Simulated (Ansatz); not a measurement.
I need a polarisability from point charges of CH4BClO, SMILES CB(O)Cl. Use Ansatz's Python interface. Settings (for the species named): B3LYP, def2-SVPD basis, multiplicity 1.

```csv
atom,x (Å),y (Å),z (Å)
C,-0.1623,0.9059,0.1378
B,-0.1480,-0.5970,-0.2347
O,0.3195,-1.5498,0.7371
Cl,-0.6341,-1.1781,-1.8900
H,-0.6137,1.5169,-0.7510
H,0.8085,1.3343,0.3623
H,-0.8426,1.0989,1.0106
H,1.3648,-1.5881,0.5722
```

Script `run_field.py`:
```python
import ansatz as az
from ase import Atoms
import numpy as np


def main() -> None:
    atoms = Atoms(["C", "B", "O", "Cl", "H", "H", "H", "H"], positions=[
        [-0.1623, 0.9059, 0.1378],
        [-0.148, -0.597, -0.2347],
        [0.3195, -1.5498, 0.7371],
        [-0.6341, -1.1781, -1.89],
        [-0.6137, 1.5169, -0.751],
        [0.8085, 1.3343, 0.3623],
        [-0.8426, 1.0989, 1.0106],
        [1.3648, -1.5881, 0.5722],
    ])
    mol = az.Crystal.molecule_from_ase(atoms)

    calc = (
        mol.calculation()
        .basis(gaussian="def2-SVPD")
        .functional("b3lyp")
        .forces()
    )
    centre = np.mean([site.position_ang for site in mol.cartesian_sites], axis=0)
    field = 2 * 14.399645 * 4.0 / 25.0 ** 2


    def dipole(axis, sign):
        arm = 25.0 * np.eye(3)[axis]
        pair = [{"charge": sign * 4.0, "position_ang": (centre - arm).tolist()}, {"charge": -sign * 4.0, "position_ang": (centre + arm).tolist()}]
        deck = calc.input().set(az.key.basis.gaussian.point_charges, pair)
        return np.array(az.Session.from_dict(deck).plan().execute().report["charge_distribution"]["dipole_moment_e_ang"])


    print(f"field {field:.4f} V/A")
    alpha = np.array([(dipole(axis, 1) - dipole(axis, -1)) / (2 * field) * 14.399645 for axis in range(3)])
    print("polarisability tensor (A^3)")
    print(np.array2string(alpha, precision=3, suppress_small=True))
    print(f"mean {np.trace(alpha) / 3:.3f} A^3 = {np.trace(alpha) / 3 / 0.14818471:.2f} bohr^3")


if __name__ == "__main__":
    main()
```

```console
$ python run_field.py
field 0.1843 V/A
polarisability tensor (A^3)
[[ 6.202 -0.149  0.739]
 [-0.151  7.279  0.535]
 [ 0.747  0.549  7.927]]
mean 7.136 A^3 = 48.16 bohr^3
```

The geometry is a force-field or estimated start, not a minimum of this method, and the basis set is short of its limit. The field of two point charges is only nearly even. b3lyp holds the VWN-RPA fit, as in Gaussian; the form of ORCA and Turbomole is b3lyp5. Wall time of the script: 26 s on 1 thread of Arm Neoverse V1, with other jobs on the host, peak memory 0.3 GiB.
